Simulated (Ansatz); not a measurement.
# Cd: the cost of one run

Computed with Ansatz 0.2.0 (DFT PBEsol, scalar-relativistic, unless a step's input says otherwise).

### Step 1. The structure to begin with

Symmetry: P6_3/mmc, No. 194, hexagonal system. The conventional cell has a = 2.979 Å, b = 2.979 Å, c = 5.618 Å, α = 90.00°, β = 90.00°, γ = 120.00°. Cd (site symmetry -6m2) is surrounded by 12 Cd at 2.98 to 3.29 Å.

As a file:

```
Cd
1.0
     2.97887    0.00000    0.00000
    -1.48944    2.57978    0.00000
     0.00000    0.00000    5.61765
Cd
2
Direct
  0.33333 0.66667 0.25000
  0.66667 0.33333 0.75000
```

The cell is a deposited one (Crystallography Open Database entry 9008490); the temperature and pressure of the measurement aren't taken into account, and nothing was relaxed.

Atoms are numbered in the order of the input: Cd1, Cd2.

### Step 2. Volume × 0.95, LAPW

input.yaml

```yaml
crystal:
  lattice:
    - [2.9283733878, 0.0, 0.0]
    - [-1.4641866939, 2.5360457456, 0.0]
    - [0.0, 0.0, 5.5224171956]
  atoms:
    - { symbol: Cd, position: [0.3333333333, 0.6666666667, 0.25] }
    - { symbol: Cd, position: [0.6666666667, 0.3333333333, 0.75] }
kpoints:
  mp_grid: { grid: [14, 14, 7] }
scf:
  occupations: { method: fermi_dirac, width: 0.05 }
hamiltonian:
  xc: pbesol
  pseudopotentials: { kind: all_electron, lapw: { basis_error: 0.00025 } }
output:
  forces: true
  stress: true
  eigenvalues: true
```

Launch:

```console
> ansatz run input.yaml --threads 1 --pin off --max-ram 3072MiB --backend cpu --events-out ev --progress --plain --runs-dir out
```

Q: Estimate wall time and peak memory on 1 thread of Arm Neoverse V2, shared host.

About 19 s, with a peak of 0.44 GiB.
